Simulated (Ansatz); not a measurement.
# HAuS: basis-set convergence

How large a basis does HAuS need? Two functionals are run in growing sets.

Computed with Ansatz 0.2.0, Gaussian basis. Level: one geometry, several basis sets.

Plan: PBE0-D4/def2-SVP; ωB97M-V/def2-SVP; PBE0-D4/def2-QZVPP; ωB97M-V/def2-QZVPP; the functionals' def2-TZVPP values are taken from earlier runs.

## 1. The geometry

An earlier PBE0-D4 in a triple-zeta def2 set relaxation fixed the geometry. Au takes the def2 core potential; no spin-orbit term is included.

SMILES `[SH][Au]`, 3 atoms, charge 0, spin multiplicity 1.

Atoms are counted from 1 here; the program's logs count them from 0.

Bond lengths: S1–Au2 2.238 Å, S1–H3 1.346 Å. Angles: Au2–S1–H3 95.1°.

## 2. PBE0-D4 in def2-SVP

in.yaml

```yaml
crystal:
  periodic: [false, false, false]
  atoms:
    - {symbol: S, position_ang: [-0.450108, -0.649202, -0.328536]}
    - {symbol: Au, position_ang: [1.393295, -0.008949, 0.766299]}
    - {symbol: H, position_ang: [-0.954087, 0.593351, -0.451063]}
basis:
  gaussian: {orbitals: def2-SVP}
hamiltonian: {xc: pbe0, dispersion: d4}
output: {orbitals: {seedname: orbitals}}
```

Started as:

```sh
$ ansatz run in.yaml --threads 2 --pin off --events-out ev --progress --plain --max-ram 32768MiB --backend cpu
```

The runs that follow: ωB97M-V in def2-SVP; PBE0-D4 in def2-QZVPP; ωB97M-V in def2-QZVPP.

Q: Predict the results of all the runs planned. Wanted: PBE0-D4: double and triple zeta above quadruple; ωB97M-V: double and triple zeta above quadruple.

**Answer**, as computed:

| quantity | value |
| --- | --- |
| PBE0-D4: double and triple zeta above quadruple | 4.44, 0.38 eV |
| ωB97M-V: double and triple zeta above quadruple | 4.40, 0.37 eV |

**Reading.** PBE0-D4 gains 4.05 eV from double to triple zeta, then 0.38 eV more. These are total energies; as a rule much of such shifts cancels in differences, which this series doesn't test.
